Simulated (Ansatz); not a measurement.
# GeN+ (triplet): wave-function methods side by side at distance Ge1–N2 = 2.638 Å, cc-pVDZ

Aim: climb from Hartree-Fock through coupled cluster and multireference methods for GeN+ (triplet) at one geometry and basis, and see what each rung misses.

The runs use Ansatz 0.2.0, Gaussian basis; cc-pVDZ, core rule «outside noble gas», up to 15 orbitals frozen.

To be run: UHF; CCSD(T) on ROHF; CCSD(T) on UHF; BCCD(T) on ROHF; CISD as a restricted active space (open shells left free, so some higher excitations enter); CCSDT(Q) on ROHF; CCSDT(Q) on UHF; CCSDTQ on ROHF; CCSDTQ on UHF; CASSCF and MRCISD+Q, 4 electrons in 4 orbitals; CASSCF and NEVPT2, 4 electrons in 4 orbitals; CASSCF and MRCISD+Q, 8 electrons in 8 orbitals; CASSCF and NEVPT2, 8 electrons in 8 orbitals; Full CI.

3 further runs of the same task are left out: 2 for a known fault of the program, 1 that didn't finish. Runs told in other sessions of the task aren't counted.

**1. What is computed**

The geometry derives from a PBE0/def2-TZVP stationary point (not a proven minimum). One bond is set to the value named and the two fragments are kept rigid. No spin-orbit coupling is included. The filled d shell of Ge may be among the frozen orbitals whatever the setting's name suggests.

2 atoms, charge 1, spin multiplicity 3.

Atoms are counted from 1 here; the program's logs count them from 0.

No contacts short enough for the rule that draws bonds.

**2. UHF**

Contents of in.yaml:

```yaml
crystal:
  periodic: [false, false, false]
  atoms:
    - {symbol: Ge, position_ang: [0.000000, 0.000000, 0.000000]}
    - {symbol: N, position_ang: [0.000000, 0.000000, 2.638000]}
basis:
  gaussian: {orbitals: cc-pVDZ}
total_charge: 1
magnetization: {spin_polarized: true, initial_magnetization: 2}
hamiltonian: {xc: hf}
output: {orbitals: {seedname: orbitals}}
```

Started as:

```
> ansatz run in.yaml --threads 1 --pin off --events-out ev --progress --plain --max-ram 4096MiB --backend cpu
```

Further steps of the session: CCSD(T) on ROHF; CCSD(T) on UHF; BCCD(T) on ROHF; CISD as a restricted active space (open shells left free, so some higher excitations enter); CCSDT(Q) on ROHF; CCSDT(Q) on UHF; CCSDTQ on ROHF; CCSDTQ on UHF; CASSCF and MRCISD+Q, 4 electrons in 4 orbitals; CASSCF and NEVPT2, 4 electrons in 4 orbitals; CASSCF and MRCISD+Q, 8 electrons in 8 orbitals; CASSCF and NEVPT2, 8 electrons in 8 orbitals; Full CI.

Before running them: what should the planned runs give, taken together? Wanted: FCI from the RHF energy; RMP2 from FCI; UMP2 from FCI; RCCSD from FCI; RCCSD(T) from FCI; UCCSD(T) from FCI; RCCSDT(Q) from FCI; UCCSDT(Q) from FCI; NEVPT2 pair from FCI.

The runs gave:

| quantity | value |
| --- | --- |
| FCI from the ROHF energy | -6.1278 eV |
| RMP2 from FCI | +1733.2 meV |
| UMP2 from FCI | +1274.6 meV |
| RCCSD from FCI | +325.8 meV |
| RCCSD(T) from FCI | +88.2 meV |
| UCCSD(T) from FCI | +126.3 meV |
| RCCSDT(Q) from FCI | -2.8 meV |
| UCCSDT(Q) from FCI | -0.5 meV |
| NEVPT2 pair from FCI | +929.5 meV |
| NEVPT2 valence from FCI | +703.1 meV |
| MRCISD+Q valence from FCI | -7.5 meV |
| levels within 1 kcal/mol (43 meV) | RCCSDT, UCCSDT, RCCSDT(Q), UCCSDT(Q), RCCSDTQ, UCCSDTQ, MRCISD+Q valence |
| T1 diagnostic | 0.091 |
| effectively unpaired electrons | 2.71 |

RCCSD(T) lands +88.2 meV from the yardstick (1.4 % of the correlation energy). CCSD(T) misses by +88.2 meV on the restricted determinant and by +126.3 meV on the unrestricted one; the two need not hold the same state or core. RCCSDT(Q), MRCISD+Q valence fall below full CI, which methods that aren't variational can do. The occupations show static correlation (2.71 effectively unpaired electrons where one determinant has 2). Of the multireference levels listed MRCISD+Q valence comes nearest in total energy (-7.5 meV), which doesn't show that its space is the better one. Coupled cluster took another determinant than the lowest Hartree-Fock one. These misses are within one basis, not against nature; the frozen cores of restricted and unrestricted runs differ, which can shift their rows.

Levels on UHF freeze UHF's core orbitals, full CI those of ROHF, so the U rows can settle a little off it for that reason alone.

With open shells the CI space here admits some higher excitations, so it is larger than plain CISD.
